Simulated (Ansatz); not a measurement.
# CaHfO: the cost of one run

Program: Ansatz 0.2.0. Level of theory: DFT PBE, scalar-relativistic, plane waves, PAW. These are calculated values, not measurements.

1 further run of the same task is left out (it didn't finish).

## Step 1: The structure to begin with

It takes space group P4/nmm (No. 129, tetragonal). The conventional cell has a = 4.060 Å, b = 4.060 Å, c = 5.770 Å, α = 90.00°, β = 90.00°, γ = 90.00°. Ca (site symmetry 4mm) has 4 O at 2.37 Å and 4 Hf at 2.63 Å as nearest neighbours. Hf (site symmetry -4m2) has 4 Ca at 2.63 Å and 4 Hf at 2.87 Å and 2 O at 2.89 Å as nearest neighbours. Around O (site symmetry -4m2) lie 4 Ca at 2.37 Å and 2 Hf at 2.89 Å.

Coordinates:

```
Ca Hf O
1.0
     4.05987    0.00000    0.00000
     0.00000    4.05987    0.00000
     0.00000    0.00000    5.77015
Ca Hf O
2 2 2
Direct
  0.50000 0.00000 0.71148
  0.00000 0.50000 0.28852
  0.50000 0.50000 0.00000
  0.00000 0.00000 0.00000
  0.00000 0.00000 0.50000
  0.50000 0.50000 0.50000
```

The cell is invented: species swapped into a database cell of YOF (P4/nmm, No. 129), with Ca on the Y sites and Hf on the F sites. Lengths come from tabulated atomic sizes and are only a guess.

## Step 2: A first look at the guess

The input, input.yaml:

```yaml
crystal:
  lattice:
    - [4.05987452, 0.0, 0.0]
    - [0.0, 4.05987452, 0.0]
    - [0.0, 0.0, 5.77014577]
  atoms:
    - { symbol: Ca, position: [0.5, 0.0, 0.71147549] }
    - { symbol: Ca, position: [0.0, 0.5, 0.28852451] }
    - { symbol: Hf, position: [0.5, 0.5, 0.0] }
    - { symbol: Hf, position: [0.0, 0.0, 0.0] }
    - { symbol: O, position: [0.0, 0.0, 0.5] }
    - { symbol: O, position: [0.5, 0.5, 0.5] }
basis:
  ecutwfc: 420
kpoints:
  mp_grid: { grid: [4, 4, 4] }
hamiltonian:
  xc: pbe
scf:
  occupations: { method: gaussian, width: 0.1 }
  lower_state_search: "off"
output:
  forces: true
  stress: true
  eigenvalues: true
```

Run with:

```console
> ansatz run input.yaml --threads 1 --pin off --max-ram 2560MiB --backend cpu --events-out ev --progress --plain --runs-dir out
```

What time and memory should one allow on 1 thread of Arm Neoverse V2, shared host?

About 4.7 s, with a peak of 0.38 GiB.
